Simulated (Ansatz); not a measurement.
# UHF/STO-3G run of SnH2ClO2 (SMILES [OH][Sn]([OH])[Cl])

Aim: the vertical doublet–quartet gap of SnH2ClO2 at UHF/STO-3G, from 2 runs. 

Program for the calculation: Ansatz 0.2.0.

63 further runs of the same task are left out: 63 set aside as unsound or not needed.

**1. Starting point**

SnH2ClO2: 6 atoms, total charge 0, spin state doublet. SMILES: `[OH][Sn]([OH])[Cl]`. The coordinates come from a PBE0-D4/def2-TZVP relaxation. This is one conformer, not always the lowest.

Bond lengths: O1–Sn2 1.969 Å, Sn2–O3 1.960 Å, Sn2–Cl4 2.349 Å, O1–H5 0.962 Å, O3–H6 0.964 Å. Angles: O1–Sn2–O3 101.9°, O1–Sn2–Cl4 109.1°, O3–Sn2–Cl4 108.0°, Sn2–O1–H5 114.3°, Sn2–O3–H6 110.7°.

**2. The energy at UHF/STO-3G**

Contents of run.yaml:

```yaml
crystal:
  periodic: [false, false, false]
  atoms:
    - {symbol: O, position_ang: [-0.447400, 1.400500, -0.158300]}
    - {symbol: Sn, position_ang: [0.371800, -0.318200, -0.659700]}
    - {symbol: O, position_ang: [1.256500, -0.847900, 1.007700]}
    - {symbol: Cl, position_ang: [-1.328200, -1.877100, -1.106600]}
    - {symbol: H, position_ang: [-1.182700, 1.666400, -0.718500]}
    - {symbol: H, position_ang: [1.372100, -0.087800, 1.589200]}
basis:
  gaussian: {orbitals: STO-3G}
magnetization: {spin_polarized: true, initial_magnetization: 1}
hamiltonian: {xc: hf}
accuracy: high
output: {orbitals: {seedname: orbitals}}
```

Command:

```
ansatz run run.yaml --threads 1 --pin off --max-ram 3480MiB --events-out events.jsonl --progress --plain --runs-dir runs
```

The log of the run:

```text
Warning: RAYON_NUM_THREADS=1 ignored (pool sized by the plan → 1); use --threads N
Functional definition: HF
  name "HF"
  exchange = exact_x
  correlation = 0
943 factors; integrals over basis functions are off by at most 4.8e-9 eV
mean field evaluation 1: about -178687.6598 eV, gradient 2.0e1 eV
mean field evaluation 2: about -178687.7944 eV, gradient 2.0e1 eV
mean field evaluation 4: about -178691.1905 eV, gradient 1.5e0 eV
mean field evaluation 8: about -178691.2421 eV, gradient 1.5e-3 eV
mean field -178691.23552671 eV, -6566.7817843371 hartree, gradient 3.0e-8 eV, S^2 0.759344; 0 other end points of the search recorded, 0 dependent functions left out
reference -178691.23552671 eV, -6566.7817843371 hartree; 43, 42 occupied and 5, 6 virtual orbitals, 943 factors
Total energy: -178691.23552671 eV, -6566.7817843371 hartree
```

Run time: 1.7 s. Hardware: 1 thread of Arm Neoverse V2, shared host; peak memory 0.18 GiB.

**3. The quartet at the same level**

Contents of in.yaml:

```yaml
crystal:
  periodic: [false, false, false]
  atoms:
    - {symbol: O, position_ang: [-0.447400, 1.400500, -0.158300]}
    - {symbol: Sn, position_ang: [0.371800, -0.318200, -0.659700]}
    - {symbol: O, position_ang: [1.256500, -0.847900, 1.007700]}
    - {symbol: Cl, position_ang: [-1.328200, -1.877100, -1.106600]}
    - {symbol: H, position_ang: [-1.182700, 1.666400, -0.718500]}
    - {symbol: H, position_ang: [1.372100, -0.087800, 1.589200]}
basis:
  gaussian:
    orbitals: STO-3G
magnetization:
  spin_polarized: true
  initial_magnetization: 3
hamiltonian:
  xc: hf
accuracy: high
output: {orbitals: {seedname: orbitals}}
```

Command:

```
ansatz run in.yaml --threads 1 --pin off --max-ram 3480MiB --events-out events.jsonl --progress --plain --runs-dir runs
```

The log of the run:

```text
Warning: RAYON_NUM_THREADS=1 ignored (pool sized by the plan → 1); use --threads N
Functional definition: HF
  name "HF"
  exchange = exact_x
  correlation = 0
944 factors; integrals over basis functions are off by at most 4.8e-9 eV
mean field evaluation 1: about -178680.7285 eV, gradient 1.0e1 eV
mean field evaluation 2: about -178680.9980 eV, gradient 1.0e1 eV
mean field evaluation 4: about -178682.5493 eV, gradient 2.4e0 eV
mean field evaluation 8: about -178682.7757 eV, gradient 1.4e0 eV
mean field evaluation 16: about -178684.9015 eV, gradient 1.0e-1 eV
mean field evaluation 32: about -178684.8539 eV, gradient 4.6e-1 eV
mean field evaluation 64: about -178683.8953 eV, gradient 3.9e0 eV
mean field evaluation 96: about -178682.8682 eV, gradient 1.9e0 eV
mean field evaluation 128: about -178680.7320 eV, gradient 1.0e1 eV
mean field -178684.90168344 eV, -6566.5490198898 hartree, gradient 3.0e-8 eV, S^2 3.757767; 2 other end points of the search recorded, 0 dependent functions left out
reference -178684.90168344 eV, -6566.5490198898 hartree; 44, 41 occupied and 4, 7 virtual orbitals, 944 factors
Total energy: -178684.90168344 eV, -6566.5490198898 hartree
```

Run time: 4.8 s. Hardware: 1 thread of Arm Neoverse V2, shared host; peak memory 0.19 GiB.

**4. Summary of results**

Level: UHF/STO-3G.

```
                                        quantity           value
                           doublet: total energy  -6566.78178 Eh
     doublet: HOMO energy (highest over α and β)        -6.50 eV
      doublet: LUMO energy (lowest over α and β)         3.36 eV
                                   doublet: ⟨S²⟩           0.759
                           quartet: total energy  -6566.54902 Eh
     quartet: HOMO energy (highest over α and β)        -0.37 eV
      quartet: LUMO energy (lowest over α and β)         3.97 eV
                                   quartet: ⟨S²⟩           3.758
vertical energy of the quartet above the doublet        6.334 eV
```

What this shows: At this shape the quartet lies 6.33 eV (611 kJ/mol) above the doublet. In a minimal basis such a difference can be off by several eV, whatever the method. Relativity is left out (doublet) although the molecule holds a heavy atom. Relativity is left out (quartet) although the molecule holds a heavy atom.
